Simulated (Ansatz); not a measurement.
Below is the output of a Python script on Ansatz's Python interface that makes a geometry optimisation of B2GeH7NS, SMILES BB(N)[S][GeH3]. Write a script that gives it. Level of theory: PBE, def2-SVP basis, multiplicity 1.

The script reads `b2geh7ns.xyz`:
```text
12

B    -0.85600    1.60210    0.92370
B    -0.52490    0.03090    0.86790
N     0.43280   -0.53820    1.86360
S    -1.27160   -1.07570   -0.40810
Ge    0.29780   -0.78780   -1.88790
H    -1.67280    2.10870    0.13200
H    -0.37290    2.35560    1.71640
H     0.60270   -1.54420    1.67640
H     1.39850   -0.08830    1.71990
H     1.63750   -1.25430   -1.22750
H    -0.00980   -1.59680   -3.13300
H     0.41570    0.73280   -2.20920
```

```console
$ python opt_b2geh7ns.py
step   1  E = -70279.751888 eV  largest force component 2.4651 eV/A
step   2  E = -70280.254378 eV  largest force component 1.7871 eV/A
step   3  E = -70280.490267 eV  largest force component 1.8219 eV/A
step   4  E = -70280.643675 eV  largest force component 1.1452 eV/A
step   5  E = -70280.699434 eV  largest force component 0.7430 eV/A
step   6  E = -70280.732107 eV  largest force component 0.5458 eV/A
step   7  E = -70280.781070 eV  largest force component 0.1765 eV/A
step   8  E = -70280.815670 eV  largest force component 0.3362 eV/A
step   9  E = -70280.835815 eV  largest force component 0.5094 eV/A
step  10  E = -70280.880165 eV  largest force component 0.2703 eV/A
[... 40 cycles left out ...]
step  51  E = -70281.580784 eV  largest force component 0.2618 eV/A
step  52  E = -70281.595076 eV  largest force component 0.0611 eV/A
step  53  E = -70281.596775 eV  largest force component 0.1085 eV/A
step  54  E = -70281.598693 eV  largest force component 0.0842 eV/A
step  55  E = -70281.600427 eV  largest force component 0.0709 eV/A
step  56  E = -70281.601098 eV  largest force component 0.0560 eV/A
step  57  E = -70281.601436 eV  largest force component 0.0337 eV/A
step  58  E = -70281.601575 eV  largest force component 0.0257 eV/A
step  59  E = -70281.601674 eV  largest force component 0.0182 eV/A
step  60  E = -70281.601722 eV  largest force component 0.0057 eV/A
E = -70281.601762 eV = -2582.8012262 Ha
converged: True  doubts: none
pair        before    after (A)
B0-B1        1.6067   1.8068
B0-Ge4       3.8663   2.1670
B0-H5        1.2452   1.2223
B0-H6        1.1956   1.2223
B0-H11       3.4911   1.2587
B1-N2        1.4941   1.4022
B1-S3        1.8467   1.8551
B1-Ge4       2.9902   2.3131
N2-H7        1.0373   1.0212
N2-H8        1.0750   1.0199
S3-Ge4       2.1762   2.2398
Ge4-H9       1.5648   1.5488
Ge4-H10      1.5164   1.5488
Ge4-H11      1.5586   1.9458
final angle B1-B0-Ge4: 70.53 deg
final angle B1-B0-H5: 101.29 deg
final angle B1-B0-H6: 101.31 deg
final angle B1-B0-H11: 133.33 deg
final angle B0-B1-N2: 112.92 deg
final angle B0-B1-S3: 125.94 deg
final angle B0-B1-Ge4: 62.04 deg
final angle Ge4-B0-H5: 120.14 deg
final angle Ge4-B0-H6: 119.95 deg
final angle Ge4-B0-H11: 62.79 deg
final angle B0-Ge4-B1: 47.43 deg
final angle B0-Ge4-S3: 95.49 deg
final angle B0-Ge4-H9: 110.49 deg
final angle B0-Ge4-H10: 110.43 deg
final angle B0-Ge4-H11: 35.12 deg
final angle H5-B0-H6: 119.79 deg
final angle H5-B0-H11: 101.60 deg
final angle H6-B0-H11: 101.64 deg
final angle N2-B1-S3: 121.14 deg
final angle N2-B1-Ge4: 174.96 deg
final angle B1-N2-H7: 122.52 deg
final angle B1-N2-H8: 122.65 deg
final angle S3-B1-Ge4: 63.90 deg
final angle B1-S3-Ge4: 68.04 deg
final angle B1-Ge4-S3: 48.06 deg
final angle B1-Ge4-H9: 122.82 deg
final angle B1-Ge4-H10: 122.96 deg
final angle B1-Ge4-H11: 82.55 deg
final angle H7-N2-H8: 114.83 deg
final angle S3-Ge4-H9: 112.39 deg
final angle S3-Ge4-H10: 112.39 deg
final angle S3-Ge4-H11: 130.61 deg
final angle H9-Ge4-H10: 114.15 deg
final angle H9-Ge4-H11: 92.69 deg
final angle H10-Ge4-H11: 92.64 deg
```

One script that gives this output:

The script, `opt_b2geh7ns.py`:
```python
"""Geometry optimisation of B2GeH7NS."""

import itertools

import ansatz as az
from ase.data import atomic_numbers, covalent_radii
import numpy as np


def main() -> None:
    molecule = az.Crystal.molecule_from_extxyz("b2geh7ns.xyz")

    model = molecule.calculation().basis(gaussian="def2-SVP").functional("PBE").accuracy("medium")
    symbols = [site.symbol for site in molecule.cartesian_sites]
    start = np.array([site.position_ang for site in molecule.cartesian_sites], dtype=float)
    def progress(event):
        if event["event"] == "relax_step":
            row = event["data"]
            print(f"step {row['step']:3d}  E = {row['lagrangian_ev']:.6f} eV  largest force component {row['allowed_force_max_ev_ang']:.4f} eV/A")


    data = model.relax(force_tolerance=0.01, max_steps=100).session().plan().execute(on_event=progress).report
    end = np.array(data["positions_ang"])

    print(f"E = {data['free_energy_ev']:.6f} eV = {data['free_energy_ev'] / 27.211386246:.7f} Ha")
    print("converged:", data["converged"], " doubts:", data["published_state_doubts"] or "none")

    # pairs closer than 1.2 times the sum of covalent radii, before or after
    radius = [covalent_radii[atomic_numbers[s]] for s in symbols]
    span = lambda where, i, j: np.linalg.norm(where[i] - where[j])
    bonded = [(i, j) for i, j in itertools.combinations(range(len(symbols)), 2) if min(span(start, i, j), span(end, i, j)) < 1.2 * (radius[i] + radius[j])]
    print("pair        before    after (A)")
    for i, j in bonded:
        print(f"{symbols[i]}{i}-{symbols[j]}{j}".ljust(10), f"{span(start, i, j):8.4f} {span(end, i, j):8.4f}")
    for first, second in list(itertools.combinations(bonded, 2)):
        shared = set(first) & set(second)
        if shared and symbols[(j := shared.pop())] != "H":
            i, k = sorted((set(first) | set(second)) - {j})
            u, v = end[i] - end[j], end[k] - end[j]
            angle = np.degrees(np.arccos(np.clip(u @ v / np.linalg.norm(u) / np.linalg.norm(v), -1, 1)))
            print(f"final angle {symbols[i]}{i}-{symbols[j]}{j}-{symbols[k]}{k}: {angle:.2f} deg")
    with open("b2geh7ns_opt.xyz", "w") as handle:
        handle.write(f"{len(symbols)}\nrelaxed B2GeH7NS\n")
        handle.writelines(f"{s:2s} {x:11.6f} {y:11.6f} {z:11.6f}\n" for s, (x, y, z) in zip(symbols, end))


if __name__ == "__main__":
    main()
```

Reading the output:
- The settings weren't tested for convergence.
- The end point is the stationary point reached from this start; no frequency run checks that it is a minimum, and the basis set is modest.
- The bonding changed during the relaxation, so the end is another isomer than the start names.
- The whole script took 6.2 min on 1 thread of Arm Neoverse V1, on a shared host, peak memory 0.25 GiB.

(Lines on the test bed's own set-up are left out of the output.)
